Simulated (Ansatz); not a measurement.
# CH₅BGaNS: how energies converge with the basis set

One table from this session's results is given with a row withheld; the runs are named, their logs left out.

Program: Ansatz 0.2.0, Gaussian basis. Level of theory: one geometry, several basis sets. These are calculated values, not measurements.

Levels to be run: PBE0-D4/def2-SVP; ωB97M-V/def2-SVP; PBE0-D4/def2-QZVPP; ωB97M-V/def2-QZVPP; the functionals' def2-TZVPP values are taken from earlier runs.

## The geometry

All runs share one geometry, relaxed beforehand with PBE0-D4 in a triple-zeta def2 set.

10 atoms, charge 0, spin multiplicity 1.

Atoms are counted from 1 here; the program's logs count them from 0.

Bond lengths: Ga1–N2 1.851 Å, Ga1–H6 1.556 Å, Ga1–H7 1.561 Å, N2–B3 1.391 Å, N2–H8 1.010 Å, B3–C4 1.531 Å, B3–S5 1.770 Å, C4–S5 1.872 Å, C4–H9 1.087 Å, C4–H10 1.087 Å. Angles: N2–Ga1–H6 116.0°, N2–Ga1–H7 115.8°, H6–Ga1–H7 128.2°, Ga1–N2–B3 124.6°, Ga1–N2–H8 118.6°, B3–N2–H8 116.8°, N2–B3–C4 146.0°, N2–B3–S5 145.3°, C4–B3–S5 68.7°, B3–C4–S5 61.7°, B3–C4–H9 121.4°, B3–C4–H10 121.4°, S5–C4–H9 113.5°, S5–C4–H10 113.5°, H9–C4–H10 113.3°, B3–S5–C4 49.6°.

As a file:

```csv
atom,x (Å),y (Å),z (Å)
Ga1,-1.86100,0.88005,-0.18357
N2,-0.37529,0.18613,-1.04318
B3,0.73626,-0.34395,-0.39618
C4,1.38890,-0.66336,0.95128
S5,2.32550,-1.09310,-0.61208
H6,-1.82528,0.85052,1.37146
H7,-2.99188,1.42063,-1.11318
H8,-0.35808,0.18602,-2.05307
H9,1.86835,0.10938,1.54600
H10,1.09252,-1.53230,1.53249
```

The first run:

The input, in.yaml:

```yaml
crystal:
  periodic: [false, false, false]
  atoms:
    - {symbol: Ga, position_ang: [-1.861001, 0.880046, -0.183568]}
    - {symbol: N, position_ang: [-0.375287, 0.186133, -1.043177]}
    - {symbol: B, position_ang: [0.736256, -0.343951, -0.396184]}
    - {symbol: C, position_ang: [1.388897, -0.663359, 0.951282]}
    - {symbol: S, position_ang: [2.325503, -1.093099, -0.612079]}
    - {symbol: H, position_ang: [-1.825276, 0.850515, 1.371457]}
    - {symbol: H, position_ang: [-2.991884, 1.420628, -1.113182]}
    - {symbol: H, position_ang: [-0.358082, 0.186021, -2.053065]}
    - {symbol: H, position_ang: [1.868351, 0.109378, 1.546004]}
    - {symbol: H, position_ang: [1.092523, -1.532302, 1.532492]}
basis:
  gaussian: {orbitals: def2-SVP}
hamiltonian: {xc: pbe0, dispersion: d4}
output: {orbitals: {seedname: orbitals}}
```

Run with:

```sh
> ansatz run in.yaml --threads 2 --pin off --events-out ev --progress --plain --max-ram 32768MiB --backend cpu
```

Steps of the session up to this table: PBE0-D4 in def2-SVP; ωB97M-V in def2-SVP; PBE0-D4 in def2-QZVPP; ωB97M-V in def2-QZVPP.

One table of the session follows, with a row left open; its other results are not shown here.

```
functional       basis  HOMO (eV)  LUMO (eV)
   PBE0-D4    def2-SVP      -6.69      -1.48
   PBE0-D4  def2-TZVPP      -6.79      -1.53
   PBE0-D4  def2-QZVPP          ?          ?
   ωB97M-V    def2-SVP      -8.78       0.25
   ωB97M-V  def2-TZVPP      -8.92       0.16
   ωB97M-V  def2-QZVPP      -8.95      -0.03
```

Estimate the missing values for PBE0-D4, def2-QZVPP.

The run gave: HOMO (eV): -6.81; LUMO (eV): -1.58. In the column «HOMO (eV)» it lies between ωB97M-V, def2-SVP (-8.78) and PBE0-D4, def2-TZVPP (-6.79).
